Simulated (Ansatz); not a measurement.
# Al32H: the cost of one run

Program: Ansatz 0.2.0. Level of theory: DFT PBE, plane waves, PAW, scalar-relativistic, no spin polarisation. These are calculated values, not measurements.

## (1) The system as given

The cell holds 33 atoms (Al32H): a = 8.100 Å, b = 8.100 Å, c = 8.100 Å, α = 90.00°, β = 90.00°, γ = 90.00°.

Its coordinates follow in the input file.

## (2) Relaxing the start

Input file input.yaml:

```yaml
accuracy: low
crystal:
  lattice:
    - [8.0997, 0.0, 0.0]
    - [0.0, 8.0997, 0.0]
    - [0.0, 0.0, 8.0997]
  atoms:
    - { symbol: Al, position: [0.5, 0.0, 0.0] }
    - { symbol: Al, position: [0.75, 0.25, 0.0] }
    - { symbol: Al, position: [0.75, 0.0, 0.25] }
    - { symbol: Al, position: [0.0, 0.0, 0.0] }
    - { symbol: Al, position: [0.25, 0.25, 0.0] }
    - { symbol: Al, position: [0.5, 0.5, 0.0] }
    - { symbol: Al, position: [0.75, 0.75, 0.0] }
    - { symbol: Al, position: [0.25, 0.0, 0.25] }
    - { symbol: Al, position: [0.5, 0.25, 0.25] }
    - { symbol: Al, position: [0.75, 0.5, 0.25] }
    - { symbol: Al, position: [0.5, 0.0, 0.5] }
    - { symbol: Al, position: [0.75, 0.25, 0.5] }
    - { symbol: Al, position: [0.75, 0.0, 0.75] }
    - { symbol: Al, position: [0.0, 0.5, 0.0] }
    - { symbol: Al, position: [0.25, 0.75, 0.0] }
    - { symbol: Al, position: [0.0, 0.25, 0.25] }
    - { symbol: Al, position: [0.25, 0.5, 0.25] }
    - { symbol: Al, position: [0.5, 0.75, 0.25] }
    - { symbol: Al, position: [0.0, 0.0, 0.5] }
    - { symbol: Al, position: [0.25, 0.25, 0.5] }
    - { symbol: Al, position: [0.5, 0.5, 0.5] }
    - { symbol: Al, position: [0.75, 0.75, 0.5] }
    - { symbol: Al, position: [0.25, 0.0, 0.75] }
    - { symbol: Al, position: [0.5, 0.25, 0.75] }
    - { symbol: Al, position: [0.75, 0.5, 0.75] }
    - { symbol: Al, position: [0.0, 0.75, 0.25] }
    - { symbol: Al, position: [0.0, 0.5, 0.5] }
    - { symbol: Al, position: [0.25, 0.75, 0.5] }
    - { symbol: Al, position: [0.0, 0.25, 0.75] }
    - { symbol: Al, position: [0.25, 0.5, 0.75] }
    - { symbol: Al, position: [0.5, 0.75, 0.75] }
    - { symbol: Al, position: [0.0, 0.75, 0.75] }
    - { symbol: H, position: [-0.0059461, 0.5051453, 0.7561108] }
basis:
  ecutwfc: 420.0
kpoints:
  mp_grid: { grid: [2, 2, 2] }
hamiltonian:
  xc: pbe
scf:
  occupations: { method: fermi_dirac, width: 0.05 }
  lower_state_search: "off"
relax:
  f_tol: 0.08
  max_steps: 25
  adjacent_minimum: "off"
```

On the command line:

```bash
ansatz run input.yaml --threads 2 --pin off --max-ram 5120MiB --backend cpu --events-out ev --progress --plain --runs-dir out
```

Q: Estimate wall time and peak memory on 2 threads of Intel Xeon Platinum 8175M at 2.50GHz (Skylake/Cascade Lake), shared host.

About 13 s, with a peak of 1.1 GiB.
